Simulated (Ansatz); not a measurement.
# TaH3Br2: the cost of one run

Computed with Ansatz 0.2.0 (DFT PBE, scalar-relativistic, plane waves, PAW, unless a step's input says otherwise).

**1. The starting structure**

The structure is hexagonal, space group P6/mmm (No. 191). The conventional cell has a = 5.613 Å, b = 5.613 Å, c = 3.716 Å, α = 90.00°, β = 90.00°, γ = 120.00°. Around Ta (site symmetry 6/mmm) lie 6 Br at 3.24 Å and 12 H at 3.37 Å and 2 Ta at 3.72 Å. H (site symmetry mmm) has 4 Br at 2.47 Å and 4 H at 2.81 Å and 4 Ta at 3.37 Å in its first shell of neighbours. Around Br (site symmetry -6m2) lie 6 H at 2.47 Å and 3 Ta at 3.24 Å and 3 Br at 3.24 Å.

Structure file:

```cif
data_structure
_symmetry_space_group_name_H-M 'P6/mmm'
_symmetry_Int_Tables_number 191
_cell_length_a 5.6130
_cell_length_b 5.6130
_cell_length_c 3.7163
_cell_angle_alpha 90.000
_cell_angle_beta 90.000
_cell_angle_gamma 120.000
_cell_volume 101.40
loop_
_atom_site_label
_atom_site_type_symbol
_atom_site_symmetry_multiplicity
_atom_site_Wyckoff_symbol
_atom_site_fract_x
_atom_site_fract_y
_atom_site_fract_z
_atom_site_occupancy
Ta1 Ta 1 a 0.00000 0.00000 0.00000 1
H1 H 3 g 0.50000 0.00000 0.50000 1
Br1 Br 2 c 0.66667 0.33333 0.00000 1
```

The cell is invented: species swapped into a database cell of CeSi2Ir3 (P6/mmm, No. 191), with Ta on the Ce sites, Br on the Si sites and H on the Ir sites. Lengths come from tabulated atomic sizes and are only a guess.

**2. A first look at the guess**

Contents of input.yaml:

```yaml
crystal:
  lattice:
    - [5.61299233, 0.0, 0.0]
    - [-2.80649616, 4.86099395, 0.0]
    - [0.0, 0.0, 3.71629032]
  atoms:
    - { symbol: Ta, position: [0.0, 0.0, 0.0] }
    - { symbol: H, position: [0.5, 0.0, 0.5] }
    - { symbol: H, position: [0.0, 0.5, 0.5] }
    - { symbol: H, position: [0.5, 0.5, 0.5] }
    - { symbol: Br, position: [0.66666667, 0.33333333, 0.0] }
    - { symbol: Br, position: [0.33333333, 0.66666667, 0.0] }
basis:
  ecutwfc: 420
kpoints:
  mp_grid: { grid: [6, 6, 6] }
hamiltonian:
  xc: pbe
scf:
  occupations: { method: gaussian, width: 0.1 }
  lower_state_search: "off"
output:
  forces: true
  stress: true
  eigenvalues: true
```

Run with:

```
> ansatz run input.yaml --threads 1 --pin off --max-ram 2560MiB --backend cpu --events-out ev --progress --plain --runs-dir out
```

Q: Estimate wall time and peak memory on 1 thread of Intel Xeon at 2.50GHz (Skylake/Cascade Lake), shared host.

About 7 s, with a peak of 0.39 GiB.
